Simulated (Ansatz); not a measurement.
**F2H4OSSi2: up Jacob's ladder to CCSD(T)**

How much do the methods differ for F2H4OSSi2? The plan is to run it at one geometry with functionals of several rungs and with coupled cluster, and see how far each lands from CCSD(T) at the basis-set limit for the atomisation energy.

Computed with Ansatz 0.2.0, Gaussian basis. Level: functionals in def2-TZVPP, the program's frozen cores in correlated methods.

Levels to be run: PBE-D4, r2SCAN-D4, PBE0-D4, B3LYP-D4, ωB97X-V, ωB97M-V, B2PLYP; CCSD(T)/def2-TZVPP; MP2/def2-QZVPP; extrapolation to the limit.

## 1. Structure used throughout

An earlier PBE0-D4 in a triple-zeta def2 set relaxation fixed the geometry.

SMILES `O[SiH](F)S[SiH2]F`, 10 atoms, charge 0, spin multiplicity 1.

Atoms are counted from 1 here; the program's logs count them from 0.

Bond lengths: O1–Si2 1.620 Å, O1–H7 0.961 Å, Si2–F3 1.593 Å, Si2–S4 2.138 Å, Si2–H8 1.469 Å, S4–Si5 2.118 Å, Si5–F6 1.610 Å, Si5–H9 1.476 Å, Si5–H10 1.477 Å. Angles: Si2–O1–H7 118.3°, O1–Si2–F3 110.0°, O1–Si2–S4 112.6°, O1–Si2–H8 108.6°, F3–Si2–S4 107.7°, F3–Si2–H8 109.0°, S4–Si2–H8 108.9°, Si2–S4–Si5 98.2°, S4–Si5–F6 108.9°, S4–Si5–H9 112.9°, S4–Si5–H10 107.2°, F6–Si5–H9 106.1°, F6–Si5–H10 108.7°, H9–Si5–H10 112.8°.

## 2. PBE-D4 (GGA)

The input, in.yaml:

```yaml
crystal:
  periodic: [false, false, false]
  atoms:
    - {symbol: O, position_ang: [-1.430939, 0.359011, 1.484083]}
    - {symbol: Si, position_ang: [-1.220599, -0.860108, 0.438694]}
    - {symbol: F, position_ang: [-1.831105, -0.471181, -0.980598]}
    - {symbol: S, position_ang: [0.839953, -1.349392, 0.148981]}
    - {symbol: Si, position_ang: [1.459088, 0.468587, -0.742957]}
    - {symbol: F, position_ang: [0.982367, 1.694330, 0.185776]}
    - {symbol: H, position_ang: [-0.836896, 1.112699, 1.431080]}
    - {symbol: H, position_ang: [-1.921929, -2.044208, 0.952194]}
    - {symbol: H, position_ang: [0.849563, 0.696445, -2.068038]}
    - {symbol: H, position_ang: [2.935599, 0.454516, -0.786014]}
basis:
  gaussian: {orbitals: def2-TZVPP}
hamiltonian: {xc: pbe, dispersion: d4}
output: {forces: true, orbitals: {seedname: orbitals}}
```

The run is started by

```sh
ansatz run in.yaml --threads 4 --pin off --events-out ev --progress --plain --max-ram 10444MiB
```

Output (excerpt; [...] marks lines left out):

```text
Functional definition: PBE
  name "PBE"
  cite "Perdew, Burke & Ernzerhof, Phys. Rev. Lett. 77, 3865 (1996) doi:10.1103/PhysRevLett.77.3865"
  parent pbe
[...]
1559 factors; their error is unknown
[...]
mean field -34127.22639303 eV, -1254.1524376788 hartree, gradient 7.3e-5 eV, S^2 0.000000; 0 other end points of the search recorded, 0 dependent functions left out
[...]
reference -34127.22643630 eV, -1254.1524392693 hartree; 37, 37 occupied and 238, 238 virtual orbitals, 1559 factors
Total energy: -34127.52654921 eV, -1254.1634682153 hartree
Atom 0 at    -1.430939     0.359011     1.484083 Å, force    -0.373859     0.067166     0.431802 eV/Å
Atom 1 at    -1.220599    -0.860108     0.438694 Å, force     0.199530    -0.320309     0.132573 eV/Å
Atom 2 at    -1.831105    -0.471181    -0.980598 Å, force    -0.282906     0.136568    -0.606375 eV/Å
Atom 3 at     0.839953    -1.349392     0.148981 Å, force     0.214787    -0.304353     0.067757 eV/Å
Atom 4 at     1.459088     0.468587    -0.742957 Å, force     0.103413    -0.298429    -0.253721 eV/Å
Atom 5 at     0.982367     1.694330     0.185776 Å, force    -0.165634     0.508965     0.350505 eV/Å
Atom 6 at    -0.836896     1.112699     1.431080 Å, force     0.276027     0.337767    -0.022000 eV/Å
Atom 7 at    -1.921929    -2.044208     0.952194 Å, force    -0.088334    -0.143188     0.082632 eV/Å
Atom 8 at     0.849563     0.696445    -2.068038 Å, force    -0.067138     0.029992    -0.170654 eV/Å
Atom 9 at     2.935599     0.454516    -0.786014 Å, force     0.184113    -0.014178    -0.012518 eV/Å
Dipole moment:     0.252015     0.036994    -0.051670 e Å
```

Wall time 4.4 s (4 threads of Intel Xeon Platinum 8488C, shared host); peak memory 0.45 GiB.

Atomisation energy: 38.992 eV (free atoms -34088.534 eV, run apart). HOMO -6.93 eV, LUMO -1.42 eV.

## 3. r2SCAN-D4 (meta-GGA)

Edit in.yaml of step 2 so:

```diff
@@ -15,3 +15,3 @@
   gaussian: {orbitals: def2-TZVPP}
-hamiltonian: {xc: pbe, dispersion: d4}
+hamiltonian: {xc: r2scan, dispersion: d4}
 output: {forces: true, orbitals: {seedname: orbitals}}
```

Same command.

Output (excerpt; [...] marks lines left out):

```text
Functional definition: r2SCAN
  name "r2SCAN"
  cite "Furness, Kaplan, Ning, Perdew & Sun, J. Phys. Chem. Lett. 11, 8208 (2020) doi:10.1021/acs.jpclett.0c02405"
  cite "Furness, Kaplan, Ning, Perdew & Sun, J. Phys. Chem. Lett. 11, 9248 (2020) doi:10.1021/acs.jpclett.0c03077"
  parent r2scan
[...]
1559 factors; their error is unknown
[...]
mean field -34142.32547598 eV, -1254.7073187427 hartree, gradient 1.3e-5 eV, S^2 0.000000; 0 other end points of the search recorded, 0 dependent functions left out
[...]
reference -34142.32548830 eV, -1254.7073191955 hartree; 37, 37 occupied and 238, 238 virtual orbitals, 1559 factors
Total energy: -34142.39613505 eV, -1254.7099154158 hartree
Atom 0 at    -1.430939     0.359011     1.484083 Å, force    -0.028019     0.037260     0.041652 eV/Å
Atom 1 at    -1.220599    -0.860108     0.438694 Å, force    -0.002161    -0.060825     0.013178 eV/Å
Atom 2 at    -1.831105    -0.471181    -0.980598 Å, force    -0.028370     0.014186    -0.055334 eV/Å
Atom 3 at     0.839953    -1.349392     0.148981 Å, force     0.053094    -0.058750     0.006731 eV/Å
Atom 4 at     1.459088     0.468587    -0.742957 Å, force     0.015338    -0.018505    -0.038794 eV/Å
Atom 5 at     0.982367     1.694330     0.185776 Å, force    -0.022712     0.038262     0.026538 eV/Å
Atom 6 at    -0.836896     1.112699     1.431080 Å, force     0.012060     0.011023     0.004999 eV/Å
Atom 7 at    -1.921929    -2.044208     0.952194 Å, force     0.014667     0.035866    -0.007386 eV/Å
Atom 8 at     0.849563     0.696445    -2.068038 Å, force     0.017545    -0.000581     0.018327 eV/Å
Atom 9 at     2.935599     0.454516    -0.786014 Å, force    -0.031442     0.002063    -0.009912 eV/Å
Dipole moment:     0.257812     0.041839    -0.057900 e Å
```

Wall time 7.5 s (4 threads of Intel Xeon Platinum 8488C, shared host); peak memory 0.48 GiB.

With the free atoms at this level, -34103.482 eV in sum, the atomisation energy is 38.914 eV. HOMO -7.24 eV, LUMO -1.08 eV.

## 4. PBE0-D4 (hybrid)

Edit in.yaml of step 3 so:

```diff
@@ -15,3 +15,3 @@
   gaussian: {orbitals: def2-TZVPP}
-hamiltonian: {xc: r2scan, dispersion: d4}
-output: {forces: true, orbitals: {seedname: orbitals}}
+hamiltonian: {xc: pbe0, dispersion: d4}
+output: {orbitals: {seedname: orbitals}}
```

Launched as before.

Output:

```text
Functional definition: PBE0
  name "PBE0"
  cite "Adamo & Barone, J. Chem. Phys. 110, 6158 (1999) doi:10.1063/1.478522"
  cite "Perdew, Burke & Ernzerhof, Phys. Rev. Lett. 77, 3865 (1996) doi:10.1103/PhysRevLett.77.3865"
  parent pbe
  parameter a = 0.25
  parameter kappa = 0.804
  parameter beta = 0.06672455060314922
  exchange = (1 - a)*pbe_x(kappa = kappa, mu = beta*pi^2/3) + a*exact_x
  correlation = pbe_c(beta = beta)
1596 factors; their error is unknown
mean field evaluation 1: about -34123.5716 eV, gradient 6.5e1 eV
mean field evaluation 2: about -34113.9058 eV, gradient 1.0e2 eV
mean field evaluation 4: about -34129.6337 eV, gradient 3.9e0 eV
mean field evaluation 8: about -34129.6601 eV, gradient 6.3e-2 eV
mean field evaluation 16: about -34129.7274 eV, gradient 3.6e-5 eV
mean field -34129.72736747 eV, -1254.2443467945 hartree, gradient 3.6e-5 eV, S^2 0.000000; 0 other end points of the search recorded, 0 dependent functions left out
reference -34129.72739963 eV, -1254.2443479762 hartree; 37, 37 occupied and 238, 238 virtual orbitals, 1596 factors
Total energy: -34129.98322619 eV, -1254.2537494290 hartree
```

Wall time 7 s (4 threads of Intel Xeon Platinum 8488C, shared host); peak memory 0.91 GiB.

With the free atoms at this level, -34091.725 eV in sum, the atomisation energy is 38.258 eV. HOMO -8.20 eV, LUMO -0.56 eV.

## 5. B3LYP-D4 (hybrid)

B3LYP here takes the VWN-RPA correlation.

Edit in.yaml of step 4 so:

```diff
@@ -15,3 +15,3 @@
   gaussian: {orbitals: def2-TZVPP}
-hamiltonian: {xc: pbe0, dispersion: d4}
-output: {orbitals: {seedname: orbitals}}
+hamiltonian: {xc: {name: B3LYP}, dispersion: d4}
+output: {forces: true, orbitals: {seedname: orbitals}}
```

The command is unchanged.

Output (excerpt; [...] marks lines left out):

```text
Functional definition: B3LYP
  name "B3LYP"
  cite "Stephens, Devlin, Chabalowski & Frisch, J. Phys. Chem. 98, 11623 (1994) doi:10.1021/j100096a001"
  cite "Becke, Phys. Rev. A 38, 3098 (1988) doi:10.1103/PhysRevA.38.3098"
  cite "Lee, Yang & Parr, Phys. Rev. B 37, 785 (1988) doi:10.1103/PhysRevB.37.785"
  cite "Vosko, Wilk & Nusair, Can. J. Phys. 58, 1200 (1980) doi:10.1139/p80-159"
[...]
1577 factors; their error is unknown
[...]
mean field -34149.12878403 eV, -1254.9573357024 hartree, gradient 3.9e-5 eV, S^2 0.000000; 0 other end points of the search recorded, 0 dependent functions left out
[...]
reference -34149.12905856 eV, -1254.9573457909 hartree; 37, 37 occupied and 238, 238 virtual orbitals, 1577 factors
Total energy: -34149.61826809 eV, -1254.9753239096 hartree
Atom 0 at    -1.430939     0.359011     1.484083 Å, force     0.006436     0.111625     0.066443 eV/Å
Atom 1 at    -1.220599    -0.860108     0.438694 Å, force    -0.151347    -0.291015     0.166315 eV/Å
Atom 2 at    -1.831105    -0.471181    -0.980598 Å, force    -0.088229     0.051942    -0.188706 eV/Å
Atom 3 at     0.839953    -1.349392     0.148981 Å, force     0.088069    -0.151021     0.036524 eV/Å
Atom 4 at     1.459088     0.468587    -0.742957 Å, force     0.229418     0.004228    -0.281295 eV/Å
Atom 5 at     0.982367     1.694330     0.185776 Å, force    -0.064305     0.148713     0.110569 eV/Å
Atom 6 at    -0.836896     1.112699     1.431080 Å, force    -0.011040     0.048531     0.041799 eV/Å
Atom 7 at    -1.921929    -2.044208     0.952194 Å, force     0.035137     0.075793    -0.030279 eV/Å
Atom 8 at     0.849563     0.696445    -2.068038 Å, force     0.049276    -0.008857     0.086664 eV/Å
Atom 9 at     2.935599     0.454516    -0.786014 Å, force    -0.093415     0.010063    -0.008034 eV/Å
Dipole moment:     0.275769     0.019520    -0.065237 e Å
```

Wall time 10 s (4 threads of Intel Xeon Platinum 8488C, shared host); peak memory 0.96 GiB.

Atomisation energy: 38.465 eV (free atoms -34111.153 eV, run apart). HOMO -7.92 eV, LUMO -0.73 eV.

## 6. ωB97X-V (range-separated)

Edit in.yaml of step 5 so:

```diff
@@ -15,3 +15,3 @@
   gaussian: {orbitals: def2-TZVPP}
-hamiltonian: {xc: {name: B3LYP}, dispersion: d4}
-output: {forces: true, orbitals: {seedname: orbitals}}
+hamiltonian: {xc: {name: wB97X-V}}
+output: {orbitals: {seedname: orbitals}}
```

Launched as before.

Output (excerpt; [...] marks lines left out):

```text
Functional definition: wB97X-V
  name "wB97X-V"
  cite "Mardirossian & Head-Gordon, Phys. Chem. Chem. Phys. 16, 9904 (2014) doi:10.1039/C3CP54374A"
  cite "Becke, J. Chem. Phys. 107, 8554 (1997) doi:10.1063/1.475007"
  cite "Vydrov & Van Voorhis, J. Chem. Phys. 133, 244103 (2010) doi:10.1063/1.3521275"
[...]
      + integral(e_c_pw_opposite_spin*poly(b97_u_opposite, cos0, cos1)) + vv10(b, c)
1572 factors; their error is unknown
314 factors; integrals over basis functions are off by at most 1.0e-5 eV
[...]
mean field -34140.93903827 eV, -1254.6563680969 hartree, gradient 7.1e-5 eV, S^2 0.000000; 0 other end points of the search recorded, 0 dependent functions left out
reference -34140.93903618 eV, -1254.6563680199 hartree; 37, 37 occupied and 238, 238 virtual orbitals, 1572 factors
Total energy: -34140.93903618 eV, -1254.6563680199 hartree
```

Run time: 13 s. Hardware: 4 threads of Intel Xeon Platinum 8488C, shared host; peak memory 1.1 GiB.

With the free atoms at this level, -34101.905 eV in sum, the atomisation energy is 39.034 eV. HOMO -10.55 eV, LUMO 1.53 eV.

## 7. ωB97M-V (range-separated)

Edit in.yaml of step 6 so:

```diff
@@ -15,3 +15,3 @@
   gaussian: {orbitals: def2-TZVPP}
-hamiltonian: {xc: {name: wB97X-V}}
-output: {orbitals: {seedname: orbitals}}
+hamiltonian: {xc: {name: wB97M-V}}
+output: {forces: true, orbitals: {seedname: orbitals}}
```

The command is unchanged.

Output (excerpt; [...] marks lines left out):

```text
Functional definition: wB97M-V
  name "wB97M-V"
  cite "Mardirossian & Head-Gordon, J. Chem. Phys. 144, 214110 (2016) doi:10.1063/1.4952647"
  cite "Becke, J. Chem. Phys. 107, 8554 (1997) doi:10.1063/1.475007"
  cite "Vydrov & Van Voorhis, J. Chem. Phys. 133, 244103 (2010) doi:10.1063/1.3521275"
  # Of w^i u^j: cxij and so on, Table III.
[...]
  gx(w, u) = 1 - cx + cx01*u + cx10*w
  gss(w, u) = css00 + css04*u^4 + css10*w + css20*w^2 + css43*w^4*u^3
  gos(w, u) = cos00 + cos10*w + (cos20 + cos21*u)*w^2 + (cos60 + cos61*u)*w^6
[...]
      + integral(e_c_pw_mod_opposite_spin*gos(b97_w_opposite, b97_u_opposite)) + vv10(b, c)
1572 factors; their error is unknown
314 factors; integrals over basis functions are off by at most 1.0e-5 eV
[...]
Atom 0 at    -1.430939     0.359011     1.484083 Å, force     0.034235     0.103043     0.044042 eV/Å
Atom 1 at    -1.220599    -0.860108     0.438694 Å, force    -0.042034    -0.273044     0.134087 eV/Å
Atom 2 at    -1.831105    -0.471181    -0.980598 Å, force    -0.027210     0.038530    -0.130656 eV/Å
Atom 3 at     0.839953    -1.349392     0.148981 Å, force    -0.007220     0.000862     0.005118 eV/Å
Atom 4 at     1.459088     0.468587    -0.742957 Å, force     0.147791    -0.069026    -0.253378 eV/Å
Atom 5 at     0.982367     1.694330     0.185776 Å, force    -0.057011     0.080492     0.083049 eV/Å
Atom 6 at    -0.836896     1.112699     1.431080 Å, force    -0.021504    -0.012745     0.016182 eV/Å
Atom 7 at    -1.921929    -2.044208     0.952194 Å, force     0.090348     0.155804    -0.067319 eV/Å
Atom 8 at     0.849563     0.696445    -2.068038 Å, force     0.073596    -0.030736     0.167579 eV/Å
Atom 9 at     2.935599     0.454516    -0.786014 Å, force    -0.190993     0.006821     0.001298 eV/Å
Dipole moment:     0.274560     0.028844    -0.065967 e Å
```

It took 18 s on 4 threads of Intel Xeon Platinum 8488C, shared host; peak memory 1.2 GiB.

Atomisation energy: 38.971 eV (free atoms -34105.115 eV, run apart). HOMO -10.38 eV, LUMO 1.26 eV.

## 8. B2PLYP (double hybrid)

Edit in.yaml of step 7 so:

```diff
@@ -15,3 +15,2 @@
   gaussian: {orbitals: def2-TZVPP}
-hamiltonian: {xc: {name: wB97M-V}}
-output: {forces: true, orbitals: {seedname: orbitals}}
+hamiltonian: {xc: {name: B2PLYP}}
```

Launched as before.

Output (excerpt; [...] marks lines left out):

```text
Functional definition: B2PLYP
  name "B2PLYP"
  cite "Grimme, J. Chem. Phys. 124, 034108 (2006) doi:10.1063/1.2148954"
  cite "Becke, Phys. Rev. A 38, 3098 (1988) doi:10.1103/PhysRevA.38.3098"
  cite "Lee, Yang & Parr, Phys. Rev. B 37, 785 (1988) doi:10.1103/PhysRevB.37.785"
[...]
1657 factors; integrals over basis functions are off by at most 1.0e-3 eV
[...]
mean field -34123.41247308 eV, -1254.0122787058 hartree, gradient 5.1e-6 eV, S^2 0.000000; 0 other end points of the search recorded, 0 dependent functions left out
18 core orbitals not correlated: weight in the atoms' cores, before any rotation towards them, 1.000 or more for the frozen orbitals, at most 0.000 for the correlated occupied ones
reference -34123.41264596 eV, -1254.0122850593 hartree; 19, 19 occupied and 238, 238 virtual orbitals, 1657 factors
second order -37.59098089 eV of doubles, -0.00000000 eV of singles
Total energy: -34133.56221080 eV, -1254.3852746876 hartree
```

Wall time 10 s (4 threads of Intel Xeon Platinum 8488C, shared host); peak memory 0.82 GiB.

Atomisation energy: 38.224 eV (free atoms -34095.338 eV, run apart).

## 9. Frontier levels by functional

Dipoles come from the runs that computed forces. Levels are read from the orbital files that the runs wrote:

```csv
functional,HOMO (eV),LUMO (eV),gap (eV),dipole (D)
PBE-D4,-6.93,-1.42,5.51,1.25
r2SCAN-D4,-7.24,-1.08,6.16,1.28
PBE0-D4,-8.20,-0.56,7.64,
B3LYP-D4,-7.92,-0.73,7.19,1.36
ωB97X-V,-10.55,1.53,12.08,
ωB97M-V,-10.38,1.26,11.64,1.36
```

## 10. CCSD(T) in def2-TZVPP

Edit in.yaml of step 8 so:

```diff
@@ -15,2 +15,2 @@
   gaussian: {orbitals: def2-TZVPP}
-hamiltonian: {xc: {name: B2PLYP}}
+correlation: {method: ccsd_t}
```

Same command.

Output (excerpt; [...] marks lines left out):

```text
Functional definition: HF
  name "HF"
  cite "Fock, Z. Phys. 61, 126 (1930) doi:10.1007/BF01340294"
  parent pbe
[...]
1657 factors; integrals over basis functions are off by at most 1.0e-3 eV
[...]
mean field -34065.56658041 eV, -1251.8864813598 hartree, gradient 1.5e-6 eV, S^2 0.000000; 0 other end points of the search recorded, 0 dependent functions left out
18 core orbitals not correlated: weight in the atoms' cores, before any rotation towards them, 1.000 or more for the frozen orbitals, at most 0.000 for the correlated occupied ones
reference -34065.56658041 eV, -1251.8864813598 hartree; 19, 19 occupied and 238, 238 virtual orbitals, 1657 factors
second order -31.30097826 eV of doubles, -0.00000000 eV of singles
cycle   1  -31.47864300 eV  change   -1.8e-1 eV  update   1.2e-1
[...]
cycle   9  -32.30541103 eV  change   -2.6e-5 eV  update   2.5e-5
perturbative correction -1.13019289 eV, -0.0415338227 hartree
Total energy: -34099.00218434 eV, -1253.1152171406 hartree
```

Run time: 5.5 min. Hardware: 4 threads of Intel Xeon Platinum 8488C, shared host; peak memory 7.3 GiB.

## 11. MP2 in def2-QZVPP

Edit in.yaml of step 10 so:

```diff
@@ -14,3 +14,3 @@
 basis:
-  gaussian: {orbitals: def2-TZVPP}
-correlation: {method: ccsd_t}
+  gaussian: {orbitals: "def2-QZVPP.json"}
+correlation: {method: mp2}
```

Same command.

Output:

```text
Functional definition: HF
  name "HF"
  cite "Fock, Z. Phys. 61, 126 (1930) doi:10.1007/BF01340294"
  parent pbe
  exchange = exact_x
  correlation = 0
3022 factors; integrals over basis functions are off by at most 8.4e-4 eV
mean field evaluation 1: about -34061.9322 eV, gradient 5.0e1 eV
mean field evaluation 2: about -34062.1305 eV, gradient 5.0e1 eV
mean field evaluation 4: about -34066.6845 eV, gradient 3.3e0 eV
mean field evaluation 8: about -34066.7427 eV, gradient 2.8e-1 eV
mean field -34066.74318686 eV, -1251.9297208491 hartree, gradient 3.3e-6 eV, S^2 0.000000; 0 other end points of the search recorded, 0 dependent functions left out
18 core orbitals not correlated: weight in the atoms' cores, before any rotation towards them, 1.000 or more for the frozen orbitals, at most 0.000 for the correlated occupied ones
reference -34066.74318686 eV, -1251.9297208491 hartree; 19, 19 occupied and 464, 464 virtual orbitals, 3022 factors
second order -34.15326935 eV of doubles, -0.00000000 eV of singles
Total energy: -34100.89645621 eV, -1253.1848303478 hartree
```

It took 42 s on 4 threads of Intel Xeon Platinum 8488C, shared host; peak memory 3.3 GiB.

The pieces so far (eV):

```csv
basis,HF,MP2 correlation,CCSD correlation,(T),total
def2-TZVPP,-34065.5666,-31.3010,-32.3054,-1.1302,-34099.0022
def2-QZVPP,-34066.7432,-34.1533,,,-34100.8965 (MP2)
```

The report of the def2-TZVPP run gives T1 = 0.0121.

## 12. Extrapolating to the complete basis

This step is arithmetic on the last runs, with X = 3 and 4: exp(−7.88√X) for Hartree-Fock, X^−2.97 for correlation; only MP2 was run in the larger set, so CCSD(T) minus MP2 is added from the smaller one.

```
  level  energy at the limit (eV)
     HF               -34066.9053
    MP2               -34103.1713
   CCSD               -34104.1758
CCSD(T)               -34105.3060
```

## 13. Atomisation energies

Free atoms (1 O, 2 Si, 2 F, 1 S, 4 H) were run apart at each level; the atomisation energy is their sum less the molecule, without zero-point or spin-orbit terms.

Differences are taken before rounding.

| method | rung | atoms, summed (eV) | atomisation energy (eV) | from CCSD(T)/CBS (eV) | time |
| --- | --- | --- | --- | --- | --- |
| PBE-D4 | GGA | -34088.534 | 38.992 | -0.071 | 4.4 s |
| r2SCAN-D4 | meta-GGA | -34103.482 | 38.914 | -0.149 | 7.5 s |
| PBE0-D4 | hybrid | -34091.725 | 38.258 | -0.806 | 7 s |
| B3LYP-D4 | hybrid | -34111.153 | 38.465 | -0.598 | 10 s |
| ωB97X-V | range-separated | -34101.905 | 39.034 | -0.030 | 13 s |
| ωB97M-V | range-separated | -34105.115 | 38.971 | -0.092 | 18 s |
| B2PLYP | double hybrid | -34095.338 | 38.224 | -0.839 | 10 s |
| HF/def2-TZVPP | wavefunction | -34037.149 | 28.418 | -10.646 |  |
| MP2/def2-TZVPP | wavefunction | -34057.989 | 38.879 | -0.185 |  |
| CCSD/def2-TZVPP | wavefunction | -34060.732 | 37.140 | -1.923 |  |
| CCSD(T)/def2-TZVPP | wavefunction | -34061.261 | 37.742 | -1.322 | 5.5 min |
| MP2/CBS | wavefunction | -34062.970 | 40.201 | +1.137 |  |
| CCSD(T)/CBS | wavefunction | -34066.242 | 39.064 | 0 | 6.2 min |

Among the levels timed on like hardware and quicker than the yardstick, those that no quicker one beats, quickest first: PBE-D4 (4.4 s, -0.071 eV); ωB97X-V (13 s, -0.030 eV).

B2PLYP carry no dispersion term (for B3LYP, D4 adds 0.489 eV).

Times are those of the molecule's run; HF, MP2 and CCSD come out of the CCSD(T) runs, and the limit's time is the sum of the runs that it needs.

## 14. What came out

```
                               quantity                                 value
        atomisation energy, CCSD(T)/CBS                             39.064 eV
    functionals within 0.195 eV (0.5 %)   PBE-D4, r2SCAN-D4, ωB97X-V, ωB97M-V
                               farthest                    B2PLYP (-0.839 eV)
             mean size of error, hybrid                              0.702 eV
    mean size of error, range-separated                              0.061 eV
              gap, smallest and largest  5.51 eV (PBE-D4), 12.08 eV (ωB97X-V)
                          T1 diagnostic                                0.0121
triples share of the correlation energy                                 3.4 %
```

PBE-D4 is off by -0.071 eV. Double hybrids carry the basis error of their MP2 part in triple zeta, and no dispersion term here, so their miss is partly the set-up's. Misses under about 0.195 eV are within the doubt on the reference itself, which lacks core-valence correlation, relativity and higher excitations. Hartree-Fock recovers 73 % of the binding; the rest is correlation. Orbital gaps span 5.5 to 12.1 eV; exact exchange widens them.

For cost: ωB97X-V gets within 0.030 eV in 13 s, where CCSD(T)/CBS took 6.2 min; the quickest level in the cost chart, PBE-D4, takes 4.4 s and misses by 0.071 eV.
